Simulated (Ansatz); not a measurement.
# Ga2P: the cost of one run

Program: Ansatz 0.2.0, Gaussian basis. Level of theory: the settings change from run to run. These are calculated values, not measurements.

25 further runs of the same task are left out: 2 for a known fault of the program, 12 that didn't finish, 11 set aside as unsound or not needed. Runs told in other sessions of the task aren't counted.

### 1 What is computed

The geometry is a PBE0/def2-TZVP stationary point (not a proven minimum) with its atoms shifted at random (size 0.100 Å). No spin-orbit coupling is included. The filled d shell of Ga may be among the frozen orbitals whatever the setting's name suggests.

3 atoms, charge 0, spin multiplicity 2.

Atoms are counted from 1 here; the program's logs count them from 0.

Bond lengths: Ga1–P2 2.380 Å, P2–Ga3 2.395 Å. Angles: Ga1–P2–Ga3 174.1°.

### 2 MP2 on ROHF/cc-pVDZ

in.yaml

```yaml
crystal:
  periodic: [false, false, false]
  atoms:
    - {symbol: Ga, position_ang: [0.084376, 0.005225, 2.380598]}
    - {symbol: P, position_ang: [-0.080498, 0.013599, 0.006591]}
    - {symbol: Ga, position_ang: [-0.003878, -0.018825, -2.387189]}
basis:
  gaussian: {orbitals: cc-pVDZ}
magnetization: {spin_polarized: false, initial_magnetization: 1}
correlation: {method: mp2, electrons: valence}
```

The run is started by

```console
ansatz run in.yaml --threads 1 --pin off --events-out ev --progress --plain --max-ram 2393MiB
```

Q: Estimate wall time and peak memory on 1 thread of Arm Neoverse V1, shared host.

About 42 s, with a peak of 0.3 GiB.
